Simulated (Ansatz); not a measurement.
# Cl₂H₂Se₂Zr: how energies converge with the basis set

An exercise on one series of results from a longer session: the logs are not shown, and one member is left open.

Program: Ansatz 0.2.0, Gaussian basis. Level of theory: one geometry, several basis sets. These are calculated values, not measurements.

The runs, in order: PBE0-D4/def2-SVP; ωB97M-V/def2-SVP; PBE0-D4/def2-QZVPP; ωB97M-V/def2-QZVPP; the functionals' def2-TZVPP values are taken from earlier runs.

### Structure used throughout

All runs share one geometry, relaxed beforehand with PBE0-D4 in a triple-zeta def2 set. Zr takes the def2 core potential; no spin-orbit term is included.

SMILES `[Cl][Zr]([Cl])([SeH])[SeH]`, 7 atoms, charge 0, spin multiplicity 1.

Atoms are counted from 1 here; the program's logs count them from 0.

Bond lengths: Cl1–Zr2 2.320 Å, Zr2–Cl3 2.320 Å, Zr2–Se4 2.553 Å, Zr2–Se5 2.553 Å, Se4–H6 1.476 Å, Se5–H7 1.476 Å. Angles: Cl1–Zr2–Cl3 114.5°, Cl1–Zr2–Se4 112.1°, Cl1–Zr2–Se5 104.9°, Cl3–Zr2–Se4 104.9°, Cl3–Zr2–Se5 112.1°, Se4–Zr2–Se5 108.2°, Zr2–Se4–H6 86.6°, Zr2–Se5–H7 86.6°.

Set-up of the first run:

Input file in.yaml:

```yaml
crystal:
  periodic: [false, false, false]
  atoms:
    - {symbol: Cl, position_ang: [-1.255070, -2.351559, -0.687091]}
    - {symbol: Zr, position_ang: [0.174976, -0.665794, 0.015832]}
    - {symbol: Cl, position_ang: [2.236190, -1.407260, 0.779099]}
    - {symbol: Se, position_ang: [-0.800148, 0.676165, 1.956105]}
    - {symbol: Se, position_ang: [0.398036, 0.889153, -1.996543]}
    - {symbol: H, position_ang: [-1.885140, 1.057051, 1.031384]}
    - {symbol: H, position_ang: [1.131166, 1.802254, -1.098776]}
basis:
  gaussian: {orbitals: def2-SVP}
hamiltonian: {xc: pbe0, dispersion: d4}
output: {orbitals: {seedname: orbitals}}
```

Launch:

```console
$ ansatz run in.yaml --threads 4 --pin off --events-out ev --progress --plain --max-ram 11315MiB
```

Among the steps run: PBE0-D4 in def2-SVP; ωB97M-V in def2-SVP; PBE0-D4 in def2-QZVPP; ωB97M-V in def2-QZVPP.

One table of the session follows, with a row left open; its other results are not shown here.

It belongs to the step «Functionals by basis». 

```
functional       basis  HOMO (eV)  LUMO (eV)
   PBE0-D4    def2-SVP      -7.46      -2.77
   PBE0-D4  def2-TZVPP      -7.47      -2.77
   PBE0-D4  def2-QZVPP          ?          ?
   ωB97M-V    def2-SVP      -9.48      -0.68
   ωB97M-V  def2-TZVPP      -9.52      -0.72
   ωB97M-V  def2-QZVPP      -9.53      -0.72
```

**Question.** Estimate the row for PBE0-D4, def2-QZVPP.

The run gave: HOMO (eV): -7.48; LUMO (eV): -2.77. In the column «HOMO (eV)» it lies between ωB97M-V, def2-SVP (-9.48) and PBE0-D4, def2-TZVPP (-7.47).
